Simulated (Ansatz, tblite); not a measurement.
MgAg2GeTe4: GFN2-xTB, run from Python

These are simulated results from tblite 0.8.0, not measurements. The cell was built from a prototype and was relaxed with r2SCAN in plane waves (Ansatz 0.2.0). It may be hypothetical. All runs are without spin polarisation.

The symmetry is I-42m (No. 121, tetragonal); a = 6.345 Å, c = 12.723 Å in the conventional setting, 32.01 Å³ an atom. Ag is surrounded by 4 Te at 2.77 Å; Mg is surrounded by 4 Te at 2.84 Å; Ge is surrounded by 4 Te at 2.62 Å; Te is surrounded by 1 Ge at 2.62 Å and 2 Ag at 2.77 Å and 1 Mg at 2.84 Å.

tblite solves periodic systems at the zone centre alone, so the script builds a cluster of 2×2×1 conventional cells (64 atoms), which folds in a coarse mesh of k points.

The script, run.py:

```python
import json
from ase import Atoms
from ase.build import make_supercell
from ase.units import Bohr, GPa, Hartree
from tblite.interface import Calculator

atoms = Atoms(['Ag', 'Ag', 'Mg', 'Ge', 'Te', 'Te', 'Te', 'Te'],
              cell=[[-3.17243241, 3.17243241, 6.361411], [3.17243241, -3.17243241, 6.361411], [3.17243241, 3.17243241, -6.361411]],
              scaled_positions=[[0.75, 0.25, 0.5], [0.25, 0.75, 0.5], [0.0, 0.0, 0.0], [0.5, 0.5, 0.0], [0.857656822, 0.857656822, 0.469926296], [0.142343178, 0.612269474, 0.0], [0.612269474, 0.142343178, 0.0], [0.387730526, 0.387730526, 0.530073704]],
              pbc=True)
cluster = make_supercell(atoms, [[0, 2, 2], [2, 0, 2], [1, 1, 0]])
calc = Calculator('GFN2-xTB', cluster.numbers, cluster.positions / Bohr, lattice=cluster.cell[:] / Bohr, periodic=cluster.pbc)
calc.set('temperature', 0.02 / Hartree)
calc.set('max-iter', 150)
res = calc.singlepoint()
levels = res.get('orbital-energies') * Hartree
nv = round(res.get('orbital-occupations').sum() / 2)
cells = len(cluster) // len(atoms)
out = {'energy_per_cell': res.get('energy') * Hartree / cells, 'homo': levels[nv - 1], 'lumo': levels[nv],
       'stress': (-res.get('virial') * Hartree / cluster.get_volume() / GPa).tolist(), 'charges': res.get('charges')[:len(atoms)].tolist(), 'electrons': 2 * nv / cells}
json.dump(out, open('results.json', 'w'))
for key, value in out.items():
    print(key, value)
```

Command: `python run.py`. It took 6.1 s on 1 thread of Arm Neoverse V2 (shared host), peak memory 0.14 GiB.

The log:

```
------------------------------------------------------------
  cycle        total energy    energy error   density error
------------------------------------------------------------
      1     -181.6333757485  -1.8206273E+02   4.6710476E-01
      2     -180.1802028039   1.4531729E+00   3.9406172E-01
      3     -171.8002973514   8.3799055E+00   3.4499260E-01
      4     -162.3631336044   9.4371637E+00   4.2169420E-01
      5     -181.4080395429  -1.9044906E+01   2.6608431E-01
      6     -180.7150753224   6.9296422E-01   2.4105873E-01
      7     -183.8532501053  -3.1381748E+00   1.3445922E-01
      8     -184.2334837699  -3.8023366E-01   5.7143664E-02
      9     -184.5358602417  -3.0237647E-01   6.0290247E-02
     10     -184.6314419719  -9.5581730E-02   2.5103362E-02
     11     -184.6253687573   6.0732146E-03   2.9394964E-02
     12     -184.6515864464  -2.6217689E-02   1.2249451E-02
     13     -184.6544699295  -2.8834831E-03   8.1857035E-03
     14     -184.6549365349  -4.6660541E-04   6.6078574E-03
     15     -184.6549939000  -5.7365084E-05   6.1709753E-03
     16     -184.6548109407   1.8295921E-04   5.8945063E-03
     17     -184.6548359651  -2.5024406E-05   5.4280659E-03
     18     -184.6553412973  -5.0533211E-04   2.9593171E-03
     19     -184.6554826565  -1.4135922E-04   1.6644445E-03
     20     -184.6555160859  -3.3429469E-05   1.1081397E-03
     21     -184.6555336978  -1.7611829E-05   6.3879065E-04
     22     -184.6555387893  -5.0914810E-06   3.9649943E-04
     23     -184.6555420383  -3.2490550E-06   1.0537455E-04
     24     -184.6555420881  -4.9750810E-08   1.0233375E-04
     25     -184.6555421071  -1.9004943E-08   8.9816142E-05
     26     -184.6555422163  -1.0926311E-07   5.5638604E-05
     27     -184.6555422737  -5.7376695E-08   3.8015191E-05
     28     -184.6555422805  -6.7927601E-09   3.4427005E-05
     29     -184.6555422842  -3.6702659E-09   2.8707821E-05
     30     -184.6555422858  -1.6050308E-09   2.3250702E-05
     31     -184.6555422872  -1.3974102E-09   2.0445087E-05
     32     -184.6555422904  -3.2633238E-09   1.6031779E-05
------------------------------------------------------------

 total:                                   5.569 sec
energy_per_cell -628.0916553505009
homo -8.517304385037695
lumo -7.9824627796516285
stress [[1.9331701883579393, 5.889024684739009e-07, -6.415435841699534e-07], [5.889024683349979e-07, 1.9331701883577657, -6.415411078985344e-07], [-6.415435841147734e-07, -6.415411075557625e-07, 1.8243732355385887]]
charges [-0.17379198083208802, -0.17379198083205039, 0.37892470468088507, 0.13011279623009336, -0.04037041401151832, -0.04036663398437042, -0.040366633983385025, -0.04037040042108367]
electrons 52.0
```

The cycle table is in hartree for the whole cluster, and the lines after it are in eV (the energy for one cell). The printed stress is in GPa and positive in compression, and the pressure is its mean diagonal.

GFN2-xTB gives a gap of 0.53 eV. On the same cell, plane-wave PBE (Ansatz, 6×6×6 k points and the special points) gives a level spacing of 0.02 eV, too small to call a gap and r2SCAN a gap of 0.34 eV; on shared hosts these took about 67 and 130 core-seconds on the 8-atom cell, against 6.1 for the script. Spin-orbit coupling, left out in all these runs, can cut or reorder the gap by tenths of an eV, up to about 1 eV with Pb or Bi. xTB was fitted to molecules, so gaps, charges and pressures of solids can be far off, and the gap also depends on the size of the cluster.

The same script was run on cells scaled at fixed shape and fractional coordinates:

```csv
volume (Å³/atom),energy (meV/atom),"pressure (GPa, positive in compression)",gap (eV)
28.17,140.0,10.80,1.37
30.09,43.7,5.95,0.91
32.01,0.0,1.90,0.53
33.93,-6.5,-0.67,0.24
35.85,12.8,-2.27,0.04
```

A Birch-Murnaghan fit puts the minimum at 33.37 Å³/atom, 4.3 % above the given cell, with a bulk modulus of 41.4 GPa at fixed shape.

xTB was fitted mostly to molecules, and a small cluster samples few k points, so gaps, pressures and kinks along a curve can be far from a solid's.

Spin-orbit coupling is left out, which matters wherever the heavy atoms make up the band edges.
